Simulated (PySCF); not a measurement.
**C₂H₆Se: electronic excitations and core binding energies**

Aim: predict the electronic excitations and core binding energies of C₂H₆Se (`CC[SeH]`).

Programs: PySCF 2.14.0, with density-fitted response routines of our own. Each step states its level of theory. These are calculated values for one molecule in the gas phase, unless marked as measured. Atoms are numbered from 0 throughout.

## Step 1: Starting geometry

9 atoms, charge 0, multiplicity 1; geometry from: GFN2-xTB.

Bonds of the start (Å): C0–C1 1.51, C1–Se2 1.98, C0–H3 1.09, C0–H4 1.09, C0–H5 1.09, C1–H6 1.09, C1–H7 1.09, Se2–H8 1.45.

## Step 2: TDDFT and polarisability: wB97X-D/def2-SVPD

The job: settings as JSON, then the geometry in Å.

```
{"job": {"kind": "uv", "xc": "wB97X-D", "basis": "def2-SVPD", "nstates": 8, "ntriplets": 3}, "charge": 0, "multiplicity": 1}
C     -0.952314     0.194105    -0.057358
C      0.326747    -0.608633    -0.172396
Se     1.776510     0.098099     0.971465
H     -0.796329     1.219696    -0.388237
H     -1.303107     0.213783     0.972189
H     -1.725910    -0.254968    -0.678073
H      0.703201    -0.626500    -1.195955
H      0.186514    -1.635914     0.168368
H      1.798250     1.406326     0.354818
```

Level: TDDFT wB97X-D/def2-SVPD, vertical, gas phase, core orbitals frozen in the response.

**Question.** This job is followed by: delta-SCF UKS SCAN, pcX-2 on the ionised atom, pcseg-1 elsewhere, spin-free X2C. Predict these results of the whole session: lowest singlet (wB97X-D/def2-SVPD); brightest single state of those computed; lowest triplet; C1s binding energies, SCAN/pcX-2.

As calculated:

| quantity | value |
| --- | --- |
| lowest singlet (wB97X-D/def2-SVPD) | 4.93 eV (252 nm), f = 0.002 |
| brightest single state of those computed | state 6, 7.70 eV, f = 0.078 |
| lowest triplet | 4.53 eV |
| C1s binding energies, SCAN/pcX-2 | C1 291.19, C0 290.82 eV |

What this shows: The lowest singlet, at 4.93 eV, is HOMO→LUMO 0.83, HOMO→LUMO+4 0.10 and is weak; of the 8 states computed, the strongest absorption comes from state 6 at 7.70 eV (the last state computed is bright too, and its partners may lie past the list). The lowest triplet lies 0.40 eV below the lowest singlet (triplets in Tamm-Dancoff, singlets in full TDDFT). C1 (sp3 CH2 bonded to Se) binds its C1s electron 0.37 eV more tightly than C0 (methyl carbon).
